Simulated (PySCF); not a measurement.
# Ge, Ge+: ionisation energy in cc-pVDZ-DK

Wanted: the ionisation energy of germanium, up a ladder of methods.

The numbers are computed with PySCF 2.14.0 (unrestricted determinants in a Gaussian basis, no spin-orbit coupling in the energies), except any that are marked as measured or tabulated.

4 further runs of the same task are left out: 2 that didn't finish, 2 set aside as unsound or not needed.

### Step 1. The system

```
Element                                   : germanium (Z = 32)
Basis                                     : cc-pVDZ-DK (5s4p2d, 27 functions)
Hamiltonian                               : scalar relativity by spin-free X2C-1e
State 1                                   : Ge: [Ar] 3d10 4s2 4p2, high-spin 3P determinant
State 2                                   : Ge+: [Ar] 3d10 4s2 4p1, 2P determinant
Methods                                   : UHF, M06-2X, M06-L, MP2, CCSD(T)
Core shells frozen in the correlated runs : valence: [Ar] 3d10 (for Ge)
```

Outer shells as boxes (Hund's rule):

Ge [Ar] 3d10 4s2 4p2
```
[Ar] core
3d [↑↓][↑↓][↑↓][↑↓][↑↓]
4s [↑↓]
4p [↑ ][↑ ][  ]
```

Ge+ [Ar] 3d10 4s2 4p1
```
[Ar] core
3d [↑↓][↑↓][↑↓][↑↓][↑↓]
4s [↑↓]
4p [↑ ][  ][  ]
```

One driver process ran all states and methods and kept the integrals in memory. Each run is shown as a PySCF script that sums up its settings (the driver passes frozen orbitals as a list and adds second-order terms of double hybrids); the logs are those of the runs themselves. The driver starts from symmetry-adapted Hartree-Fock orbitals, holds the occupation by maximum overlap and uses a logarithmic radial grid for functionals, so a plain start would take other cycles.

It was started by

```
$ OMP_NUM_THREADS=1 python atomrun2.py TASK.json OUT
```

The integrals over 27 functions and the set-up took 0.14 s of CPU time.

### Step 2. Ge: the ladder of methods

#### UHF

Contents of input.py:

```python
from pyscf import gto, scf, dft, mp, cc
import basis_set_exchange as bse
mol = gto.M(atom="Ge 0 0 0", charge=0, spin=2, symmetry="D2h",
            basis=gto.basis.parse(bse.get_basis("cc-pVDZ-DK", elements=["Ge"], fmt="nwchem", header=False)),
            nucmod="G")
mf = scf.UHF(mol).sfx2c1e()
mf.irrep_nelec = {'Ag': (6, 6), 'B1g': (1, 1), 'B2g': (1, 1), 'B3g': (1, 1), 'B1u': (3, 2), 'B2u': (3, 2), 'B3u': (2, 2)}
mf.kernel()
```

The program printed:

```text
damping factor = 0
level_shift factor = 0
DIIS = <class 'pyscf.scf.diis.CDIIS'>
diis_start_cycle = 1
diis_space = 10
diis_damp = 0
SCF conv_tol = 1e-09
SCF conv_tol_grad = None
number electrons alpha = 17  beta = 15
cycle= 1 E= -2096.95844668988  delta_E= -0.00257  |g|= 0.0166  |ddm|= 0.0641
cycle= 2 E= -2096.95876952856  delta_E= -0.000323  |g|= 0.00594  |ddm|= 0.024
cycle= 3 E= -2096.95881796901  delta_E= -4.84e-05  |g|= 0.00027  |ddm|= 0.0156
cycle= 4 E= -2096.95881810084  delta_E= -1.32e-07  |g|= 6.22e-05  |ddm|= 0.00286
cycle= 5 E= -2096.95881810805  delta_E= -7.21e-09  |g|= 1.68e-05  |ddm|= 0.000748
cycle= 6 E= -2096.95881810855  delta_E= -5.01e-10  |g|= 1.22e-06  |ddm|= 0.000234
converged SCF energy = -2096.95881810855  <S^2> = 2.0086205  2S+1 = 3.0057415
```

It took 0.08 s on 1 thread of Intel Xeon Platinum 8375C at 2.90GHz, shared host, the integrals not counted.

The occupied shells:

```
shell  electrons  mean orbital energy (eV)  spread (eV)  rms radius (bohr)
 1s α          1                  -11178.8            0             0.0542
 1s β          1                  -11178.7            0             0.0542
 2s α          1                   -1454.1            0              0.227
 2s β          1                   -1454.1            0              0.227
 2p α          3                   -1266.2        0.031              0.203
 2p β          3                   -1266.1        0.100              0.203
 3s α          1                   -201.60            0              0.667
 3s β          1                   -201.42            0              0.667
 3p α          3                   -141.91        0.011              0.700
 3p β          3                   -141.66        0.392              0.700
 3d α          5                   -43.488        0.267              0.817
 3d β          5                   -43.338        0.426              0.817
 4s α          1                   -17.457            0               2.35
 4s β          1                   -13.372            0               2.35
 4p α          2                    -7.834            0               3.06
```

⟨S²⟩ = 2.009, ⟨L²⟩ = 2.02.

#### M06-2X

input.py differs from the last one in:

```diff
@@ -5,3 +5,3 @@
             nucmod="G")
-mf = scf.UHF(mol).sfx2c1e()
+mf = dft.UKS(mol, xc="M062X").sfx2c1e()
 mf.irrep_nelec = {'Ag': (6, 6), 'B1g': (1, 1), 'B2g': (1, 1), 'B3g': (1, 1), 'B1u': (3, 2), 'B2u': (3, 2), 'B3u': (2, 2)}
```

The program printed:

```text
damping factor = 0
level_shift factor = 0
DIIS = <class 'pyscf.scf.diis.CDIIS'>
diis_start_cycle = 1
diis_space = 10
diis_damp = 0
SCF conv_tol = 1e-09
SCF conv_tol_grad = None
number electrons alpha = 17  beta = 15
XC functionals = M062X
    Y. Zhao and D. G. Truhlar.,  Theor. Chem. Acc. 120, 215 (2008)
    Y. Zhao and D. G. Truhlar.,  Theor. Chem. Acc. 120, 215 (2008)
cycle= 1 E= -2098.70618173304  delta_E= -0.00245  |g|= 0.0124  |ddm|= 0.232
cycle= 2 E= -2098.70629926355  delta_E= -0.000118  |g|= 0.00456  |ddm|= 0.0746
cycle= 3 E= -2098.70631039642  delta_E= -1.11e-05  |g|= 0.000773  |ddm|= 0.0168
cycle= 4 E= -2098.70631131536  delta_E= -9.19e-07  |g|= 3.62e-05  |ddm|= 0.00741
cycle= 5 E= -2098.70631131661  delta_E= -1.25e-09  |g|= 4.58e-06  |ddm|= 0.000283
cycle= 6 E= -2098.70631131664  delta_E= -2.86e-11  |g|= 3.9e-07  |ddm|= 4.17e-05
converged SCF energy = -2098.70631131664  <S^2> = 2.0036815  2S+1 = 3.0024533
```

It took 0.48 s on 1 thread of Intel Xeon Platinum 8375C at 2.90GHz, shared host, the integrals not counted.

#### M06-L

input.py differs from the last one in:

```diff
@@ -5,3 +5,3 @@
             nucmod="G")
-mf = dft.UKS(mol, xc="M062X").sfx2c1e()
+mf = dft.UKS(mol, xc="M06L").sfx2c1e()
 mf.irrep_nelec = {'Ag': (6, 6), 'B1g': (1, 1), 'B2g': (1, 1), 'B3g': (1, 1), 'B1u': (3, 2), 'B2u': (3, 2), 'B3u': (2, 2)}
```

The program printed:

```text
damping factor = 0
level_shift factor = 0
DIIS = <class 'pyscf.scf.diis.CDIIS'>
diis_start_cycle = 1
diis_space = 10
diis_damp = 0
SCF conv_tol = 1e-09
SCF conv_tol_grad = None
number electrons alpha = 17  beta = 15
XC functionals = M06L
    Y. Zhao and D. G. Truhlar.,  J. Chem. Phys. 125, 194101 (2006)
    Y. Zhao and D. G. Truhlar.,  J. Chem. Phys. 125, 194101 (2006)
    Y. Zhao and D. G. Truhlar.,  Theor. Chem. Acc. 120, 215 (2008)
cycle= 1 E= -2098.54616764691  delta_E= -0.00604  |g|= 0.0453  |ddm|= 0.305
cycle= 2 E= -2098.54662367686  delta_E= -0.000456  |g|= 0.0258  |ddm|= 0.138
cycle= 3 E= -2098.5468866543  delta_E= -0.000263  |g|= 0.000977  |ddm|= 0.0722
cycle= 4 E= -2098.54688735631  delta_E= -7.02e-07  |g|= 0.000105  |ddm|= 0.00637
cycle= 5 E= -2098.54688736602  delta_E= -9.71e-09  |g|= 8.13e-07  |ddm|= 0.000767
cycle= 6 E= -2098.54688736602  delta_E= -9.09e-13  |g|= 9.6e-08  |ddm|= 9.89e-06
converged SCF energy = -2098.54688736602  <S^2> = 2.0029612  2S+1 = 3.0019735
```

It took 0.47 s on 1 thread of Intel Xeon Platinum 8375C at 2.90GHz, shared host, the integrals not counted.

#### MP2 (valence)

input.py differs from the last one in:

```diff
@@ -5,4 +5,5 @@
             nucmod="G")
-mf = dft.UKS(mol, xc="M06L").sfx2c1e()
+mf = scf.UHF(mol).sfx2c1e()
 mf.irrep_nelec = {'Ag': (6, 6), 'B1g': (1, 1), 'B2g': (1, 1), 'B3g': (1, 1), 'B1u': (3, 2), 'B2u': (3, 2), 'B3u': (2, 2)}
 mf.kernel()
+mp.UMP2(mf, frozen=14).kernel()
```

The driver printed no log here.

Time after the integrals: 0.01 s (1 thread of Intel Xeon Platinum 8375C at 2.90GHz, shared host).

With 4 electrons correlated, the MP2 correlation energy is -0.03976 hartree (-0.00682 same spin, -0.03294 opposite spin); the SCS form gives -0.04180. Largest pairs of shells: 4s-4p -0.0231, 4s-4s -0.0128, 4p-4p -0.0038.

#### CCSD(T) (valence)

input.py differs from the last one in:

```diff
@@ -8,2 +8,3 @@
 mf.kernel()
-mp.UMP2(mf, frozen=14).kernel()
+mycc = cc.CCSD(mf, frozen=14).run()
+mycc.ccsd_t()
```

The program printed:

```text
CC2 = 0
CCSD nocc = (np.int64(3), np.int64(1)), nmo = (13, 13)
frozen orbitals [[0, 1, 2, 3, 4, 5, 6, 7, 8, 9, 10, 11, 12, 13], [0, 1, 2, 3, 4, 5, 6, 7, 8, 9, 10, 11, 12, 13]]
max_cycle = 100
direct = 0
conv_tol = 1e-08
conv_tol_normt = 1e-06
diis_space = 8
diis_start_cycle = 0
Init t2, MP2 energy = -0.0397568587499888
Init E_corr(UCCSD) = -0.0397568587511724
cycle = 1  E_corr(UCCSD) = -0.050686557162021  dE = -0.0109296984  norm(t1,t2) = 0.0487147
cycle = 2  E_corr(UCCSD) = -0.0538116394444339  dE = -0.00312508228  norm(t1,t2) = 0.0177504
cycle = 3  E_corr(UCCSD) = -0.055504460908947  dE = -0.00169282146  norm(t1,t2) = 0.00769727
cycle = 4  E_corr(UCCSD) = -0.055490012248089  dE = 1.44486609e-05  norm(t1,t2) = 0.00133299
cycle = 5  E_corr(UCCSD) = -0.0555017147401838  dE = -1.17024921e-05  norm(t1,t2) = 0.000190494
cycle = 6  E_corr(UCCSD) = -0.0554981493594996  dE = 3.56538068e-06  norm(t1,t2) = 2.2666e-05
cycle = 7  E_corr(UCCSD) = -0.0554994911227749  dE = -1.34176328e-06  norm(t1,t2) = 4.53341e-06
cycle = 8  E_corr(UCCSD) = -0.0554991432660063  dE = 3.47856769e-07  norm(t1,t2) = 1.18311e-06
cycle = 9  E_corr(UCCSD) = -0.0554991836302724  dE = -4.03642661e-08  norm(t1,t2) = 1.5745e-07
cycle = 10  E_corr(UCCSD) = -0.0554991804463155  dE = 3.18395695e-09  norm(t1,t2) = 1.93592e-08
UCCSD converged
E(UCCSD) = -2097.014317288999  E_corr = -0.05549918044631547
UCCSD(T) correction = -0.000679256796995911
```

Time after the integrals: 0.08 s (1 thread of Intel Xeon Platinum 8375C at 2.90GHz, shared host).

CCSD correlation -0.05550 hartree, triples -0.00068; total -2097.014997. T1 = 0.008, largest double amplitude 0.094.

Radial density 4πr²ρ of Ge at UHF:

```
r (bohr)  density  spin density
0.000627    0.192         0.000
 0.00105    0.496         0.000
 0.00177     1.20         0.000
 0.00298     2.84         0.000
 0.00502     6.49         0.000
 0.00844     13.7         0.000
  0.0142     25.2         0.000
  0.0239     36.9         0.001
  0.0402     38.1         0.007
  0.0676     31.5         0.024
   0.114     41.2         0.036
   0.191     40.5        -0.001
   0.322     22.6         0.019
   0.541     29.0         0.063
   0.910     12.6         0.005
    1.53     2.90         0.494
    2.57     1.50         0.774
    4.33    0.300         0.235
    7.28  0.00512         0.005
```

### Step 3. Ge+, method by method

#### UHF

Contents of input.py:

```python
from pyscf import gto, scf, dft, mp, cc
import basis_set_exchange as bse
mol = gto.M(atom="Ge 0 0 0", charge=1, spin=1, symmetry="D2h",
            basis=gto.basis.parse(bse.get_basis("cc-pVDZ-DK", elements=["Ge"], fmt="nwchem", header=False)),
            nucmod="G")
mf = scf.UHF(mol).sfx2c1e()
mf.irrep_nelec = {'Ag': (6, 6), 'B1g': (1, 1), 'B2g': (1, 1), 'B3g': (1, 1), 'B1u': (2, 2), 'B2u': (3, 2), 'B3u': (2, 2)}
mf.kernel()
```

The program printed:

```text
damping factor = 0
level_shift factor = 0
DIIS = <class 'pyscf.scf.diis.CDIIS'>
diis_start_cycle = 1
diis_space = 10
diis_damp = 0
SCF conv_tol = 1e-09
SCF conv_tol_grad = None
number electrons alpha = 16  beta = 15
cycle= 1 E= -2096.68633830888  delta_E= -0.00291  |g|= 0.0177  |ddm|= 0.0798
cycle= 2 E= -2096.68670248464  delta_E= -0.000364  |g|= 0.00637  |ddm|= 0.0316
cycle= 3 E= -2096.68675746676  delta_E= -5.5e-05  |g|= 0.00031  |ddm|= 0.0225
cycle= 4 E= -2096.68675765408  delta_E= -1.87e-07  |g|= 4.83e-05  |ddm|= 0.00471
cycle= 5 E= -2096.6867576581  delta_E= -4.02e-09  |g|= 8.92e-06  |ddm|= 0.000723
cycle= 6 E= -2096.6867576582  delta_E= -1e-10  |g|= 1.19e-06  |ddm|= 0.000112
converged SCF energy = -2096.6867576582  <S^2> = 0.7588278  2S+1 = 2.0088084
```

Time after the integrals: 0.07 s (1 thread of Intel Xeon Platinum 8375C at 2.90GHz, shared host).

The occupied shells:

```
shell  electrons  mean orbital energy (eV)  spread (eV)  rms radius (bohr)
 1s α          1                  -11188.1            0             0.0542
 1s β          1                  -11188.1            0             0.0542
 2s α          1                   -1463.4            0              0.227
 2s β          1                   -1463.4            0              0.227
 2p α          3                   -1275.5        0.043              0.203
 2p β          3                   -1275.4        0.129              0.203
 3s α          1                   -210.86            0              0.667
 3s β          1                   -210.74            0              0.667
 3p α          3                   -151.12        0.001              0.700
 3p β          3                   -150.95        0.479              0.700
 3d α          5                   -52.732        0.306              0.815
 3d β          5                   -52.627        0.508              0.815
 4s α          1                   -24.626            0               2.24
 4s β          1                   -22.331            0               2.24
 4p α          1                   -15.527            0               2.81
```

⟨S²⟩ = 0.759, ⟨L²⟩ = 2.03.

#### M06-2X

input.py differs from the last one in:

```diff
@@ -5,3 +5,3 @@
             nucmod="G")
-mf = scf.UHF(mol).sfx2c1e()
+mf = dft.UKS(mol, xc="M062X").sfx2c1e()
 mf.irrep_nelec = {'Ag': (6, 6), 'B1g': (1, 1), 'B2g': (1, 1), 'B3g': (1, 1), 'B1u': (2, 2), 'B2u': (3, 2), 'B3u': (2, 2)}
```

The program printed:

```text
damping factor = 0
level_shift factor = 0
DIIS = <class 'pyscf.scf.diis.CDIIS'>
diis_start_cycle = 1
diis_space = 10
diis_damp = 0
SCF conv_tol = 1e-09
SCF conv_tol_grad = None
number electrons alpha = 16  beta = 15
XC functionals = M062X
    Y. Zhao and D. G. Truhlar.,  Theor. Chem. Acc. 120, 215 (2008)
    Y. Zhao and D. G. Truhlar.,  Theor. Chem. Acc. 120, 215 (2008)
cycle= 1 E= -2098.42199654988  delta_E= -0.00228  |g|= 0.0113  |ddm|= 0.203
cycle= 2 E= -2098.42208723582  delta_E= -9.07e-05  |g|= 0.0033  |ddm|= 0.0685
cycle= 3 E= -2098.42209278362  delta_E= -5.55e-06  |g|= 0.000539  |ddm|= 0.0119
cycle= 4 E= -2098.42209320318  delta_E= -4.2e-07  |g|= 2.53e-05  |ddm|= 0.00651
cycle= 5 E= -2098.42209320414  delta_E= -9.57e-10  |g|= 1.57e-06  |ddm|= 0.000337
converged SCF energy = -2098.42209320414  <S^2> = 0.75381437  2S+1 = 2.0038107
```

It took 0.4 s on 1 thread of Intel Xeon Platinum 8375C at 2.90GHz, shared host, the integrals not counted.

#### M06-L

input.py differs from the last one in:

```diff
@@ -5,3 +5,3 @@
             nucmod="G")
-mf = dft.UKS(mol, xc="M062X").sfx2c1e()
+mf = dft.UKS(mol, xc="M06L").sfx2c1e()
 mf.irrep_nelec = {'Ag': (6, 6), 'B1g': (1, 1), 'B2g': (1, 1), 'B3g': (1, 1), 'B1u': (2, 2), 'B2u': (3, 2), 'B3u': (2, 2)}
```

The program printed:

```text
damping factor = 0
level_shift factor = 0
DIIS = <class 'pyscf.scf.diis.CDIIS'>
diis_start_cycle = 1
diis_space = 10
diis_damp = 0
SCF conv_tol = 1e-09
SCF conv_tol_grad = None
number electrons alpha = 16  beta = 15
XC functionals = M06L
    Y. Zhao and D. G. Truhlar.,  J. Chem. Phys. 125, 194101 (2006)
    Y. Zhao and D. G. Truhlar.,  J. Chem. Phys. 125, 194101 (2006)
    Y. Zhao and D. G. Truhlar.,  Theor. Chem. Acc. 120, 215 (2008)
cycle= 1 E= -2098.26506493958  delta_E= -0.00679  |g|= 0.0419  |ddm|= 0.457
cycle= 2 E= -2098.26552534026  delta_E= -0.00046  |g|= 0.0216  |ddm|= 0.158
cycle= 3 E= -2098.26569106279  delta_E= -0.000166  |g|= 0.000246  |ddm|= 0.0458
cycle= 4 E= -2098.26569114673  delta_E= -8.39e-08  |g|= 2.94e-05  |ddm|= 0.00291
cycle= 5 E= -2098.26569114798  delta_E= -1.25e-09  |g|= 2.6e-06  |ddm|= 0.00041
cycle= 6 E= -2098.265691148  delta_E= -1.46e-11  |g|= 6.2e-08  |ddm|= 4.77e-05
converged SCF energy = -2098.265691148  <S^2> = 0.75219459  2S+1 = 2.0021934
```

Time after the integrals: 0.46 s (1 thread of Intel Xeon Platinum 8375C at 2.90GHz, shared host).

#### MP2 (valence)

input.py differs from the last one in:

```diff
@@ -5,4 +5,5 @@
             nucmod="G")
-mf = dft.UKS(mol, xc="M06L").sfx2c1e()
+mf = scf.UHF(mol).sfx2c1e()
 mf.irrep_nelec = {'Ag': (6, 6), 'B1g': (1, 1), 'B2g': (1, 1), 'B3g': (1, 1), 'B1u': (2, 2), 'B2u': (3, 2), 'B3u': (2, 2)}
 mf.kernel()
+mp.UMP2(mf, frozen=14).kernel()
```

No log was kept for this step.

It took 0.01 s on 1 thread of Intel Xeon Platinum 8375C at 2.90GHz, shared host, the integrals not counted.

With 3 electrons correlated, the MP2 correlation energy is -0.03087 hartree (-0.00208 same spin, -0.02878 opposite spin); the SCS form gives -0.03524. Largest pairs of shells: 4s-4s -0.0183, 4s-4p -0.0125, 4p-4p 0.0000.

#### CCSD(T) (valence)

input.py differs from the last one in:

```diff
@@ -8,2 +8,3 @@
 mf.kernel()
-mp.UMP2(mf, frozen=14).kernel()
+mycc = cc.CCSD(mf, frozen=14).run()
+mycc.ccsd_t()
```

The program printed:

```text
CC2 = 0
CCSD nocc = (np.int64(2), np.int64(1)), nmo = (13, 13)
frozen orbitals [[0, 1, 2, 3, 4, 5, 6, 7, 8, 9, 10, 11, 12, 13], [0, 1, 2, 3, 4, 5, 6, 7, 8, 9, 10, 11, 12, 13]]
max_cycle = 100
direct = 0
conv_tol = 1e-08
conv_tol_normt = 1e-06
diis_space = 8
diis_start_cycle = 0
Init t2, MP2 energy = -0.0308665258970504
Init E_corr(UCCSD) = -0.0308665258983236
cycle = 1  E_corr(UCCSD) = -0.0405910777098549  dE = -0.00972455181  norm(t1,t2) = 0.0496074
cycle = 2  E_corr(UCCSD) = -0.043852213876679  dE = -0.00326113617  norm(t1,t2) = 0.0196415
cycle = 3  E_corr(UCCSD) = -0.0458973232226577  dE = -0.00204510935  norm(t1,t2) = 0.00846614
cycle = 4  E_corr(UCCSD) = -0.0458806372321199  dE = 1.66859905e-05  norm(t1,t2) = 0.00096672
cycle = 5  E_corr(UCCSD) = -0.0458920761016003  dE = -1.14388695e-05  norm(t1,t2) = 9.57914e-05
cycle = 6  E_corr(UCCSD) = -0.0458887801602242  dE = 3.29594138e-06  norm(t1,t2) = 1.44621e-05
cycle = 7  E_corr(UCCSD) = -0.0458901828922979  dE = -1.40273207e-06  norm(t1,t2) = 4.22856e-06
cycle = 8  E_corr(UCCSD) = -0.0458897923653334  dE = 3.90526964e-07  norm(t1,t2) = 1.37476e-06
cycle = 9  E_corr(UCCSD) = -0.0458897984056352  dE = -6.04030174e-09  norm(t1,t2) = 1.21975e-07
UCCSD converged
E(UCCSD) = -2096.732647456607  E_corr = -0.04588979840563516
UCCSD(T) correction = -0.000421930010159711
```

It took 0.07 s on 1 thread of Intel Xeon Platinum 8375C at 2.90GHz, shared host, the integrals not counted.

CCSD correlation -0.04589 hartree, triples -0.00042; total -2096.733069. T1 = 0.009, largest double amplitude 0.096.

Radial density 4πr²ρ of Ge+ at UHF:

```
r (bohr)  density  spin density
0.000627    0.192         0.000
 0.00105    0.496         0.000
 0.00177     1.20         0.000
 0.00298     2.84         0.000
 0.00502     6.49         0.000
 0.00844     13.7         0.000
  0.0142     25.2         0.000
  0.0239     36.9         0.001
  0.0402     38.1         0.005
  0.0676     31.5         0.016
   0.114     41.2         0.023
   0.191     40.5         0.000
   0.322     22.6         0.015
   0.541     29.0         0.044
   0.910     12.7         0.005
    1.53     2.80         0.317
    2.57     1.11         0.407
    4.33    0.125         0.080
    7.28  0.00166         0.002
```

### Step 4. How the shells move

Highest occupied Hartree-Fock shell of each state: Ge 4p α at -7.834 eV; Ge+ 4p α at -15.527 eV.

### Step 5. The energy differences

Ionisation energy: Ge [Ar] 3d10 4s2 4p2 (3P) → Ge+ [Ar] 3d10 4s2 4p1 (2P).

```
           method  value (eV)  error (eV)  CPU time, both states (s)
              UHF       7.403      -0.522                       0.15
           M06-2X       7.734      -0.191                       0.88
            M06-L       7.652      -0.274                       0.93
    MP2 (valence)       7.645      -0.280                       0.15
SCS-MP2 (valence)       7.582      -0.344                       0.15
   CCSD (valence)       7.665      -0.261                           
CCSD(T) (valence)       7.672      -0.254                        0.3
```

Reference: 7.925 eV (measured; NIST levels, between the centres of gravity of the two terms). Errors of the correlated levels include the incompleteness of this basis.

Times are CPU seconds on a shared host without the integrals; correlated rows include their Hartree-Fock run, whose time holds the symmetry-adapted start and any spin-orbit constants, while functionals begin from orbitals already made.

### Step 6. What came out

| quantity | value |
| --- | --- |
| ionisation energy, Ge | UHF 7.403, CCSD(T) (valence) 7.672 eV; reference 7.925 |

Accuracy against cost (mean over 1 difference):

```
           method  mean absolute miss against the measured value (with the measured fine structure taken into account where it is known) (eV)  CPU time, both states (s)
              UHF                                                                                                                       0.522                       0.15
           M06-2X                                                                                                                       0.191                       0.88
            M06-L                                                                                                                       0.274                       0.93
    MP2 (valence)                                                                                                                       0.280                       0.15
SCS-MP2 (valence)                                                                                                                       0.344                       0.15
   CCSD (valence)                                                                                                                       0.261                           
CCSD(T) (valence)                                                                                                                       0.254                        0.3
```

Against experiment M06-2X comes closest (off by 0.19 eV) and UHF is farthest (0.52 eV). Hartree-Fock falls short because the species with more electrons holds more correlation energy, which it lacks. The basis is finite, and no extrapolation was made. The dearest level timed, M06-L, costs 6.2 times the cheapest, UHF, and differs from the measured value (with the measured fine structure taken into account where it is known) by 0.27 against 0.52 eV.
